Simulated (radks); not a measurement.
# In⁻ inside a hard spherical wall

An exercise on one series of results from a longer session: the logs are not shown, and one member is left open.

Program: radks (a radial shooting solver on a logarithmic mesh, Libxc functionals) version 1. Level of theory: scalar-relativistic Kohn-Sham, PBE, spin-unpolarised, spherical densities, finite nucleus. These are calculated values, not measurements, unless marked.

## The system

| Item | Value |
| --- | --- |
| element | indium (Z = 49) |
| charge | -1 |
| electrons | 50 |
| configuration | [Kr] 4d10 5s2 5p2 |
| nuclear rms radius | 4.6156 fm |

The outer shells:

In⁻
```
[Kr] core
4d [↑↓][↑↓][↑↓][↑↓][↑↓]
5s [↑↓]
5p [↑ ][↑ ][  ]
```

The first run:

The run's settings:

```text
Z 49
configuration [Kr] 4d10 5s2 5p2 6s0 4f0 5d0
relativity scalar-relativistic
functional pbe,pbe
spin unpolarised
nucleus finite rms 4.6156 fm
wall 20 bohr
c 137.035999084
```

Command:

```
$ python run_ks.py task.json out
```

This one command runs every case of the session in turn.

Among the steps run: Wall at 20 bohr; Wall at 10 bohr; Wall at 8 bohr; Wall at 7 bohr; Wall at 4 bohr; Wall at 3.5 bohr.

One of the session's tables, all rows but one given; the rest of the session is left out.

```
R (bohr)  E − E(widest) (eV)  ε(5p) (eV)  ε(6s, empty) (eV)  ε(5d, empty) (eV)  ε(4f, empty) (eV)
      20               0.000       1.302              1.669              2.293              2.818
      10               0.528       2.515              4.590              5.841              8.180
       8                   ?           ?                  ?                  ?                  ?
       7               2.277       4.434             10.306             10.159             14.558
       4              25.222      16.512             47.223             31.306             36.766
     3.5              44.892      24.014             68.966             42.928             45.593
```

Q: Estimate the row for R (bohr) = 8 from the others.

Worked estimate for «E − E(widest) (eV)». A straight line through the neighbours (10, 0.528) and (7, 2.277) gives 0.528 + (2.277 − 0.528) × (8 − 10) / (7 − 10) = 1.694; a parabola fitted to 4 rows on both sides gives 3.465.

As computed: E − E(widest) (eV): 1.308; ε(5p) (eV): 3.496; ε(6s, empty) (eV): 7.444; ε(5d, empty) (eV): 8.163; ε(4f, empty) (eV): 11.708. In «E − E(widest) (eV)» the line misses by +0.386 and the parabola by +2.157.

From R = 20 bohr inwards the highest occupied level lies above zero, in an anion first from self-interaction, then from the wall. Shells are not refilled when levels cross, and a hard wall is a model, not a crystal.
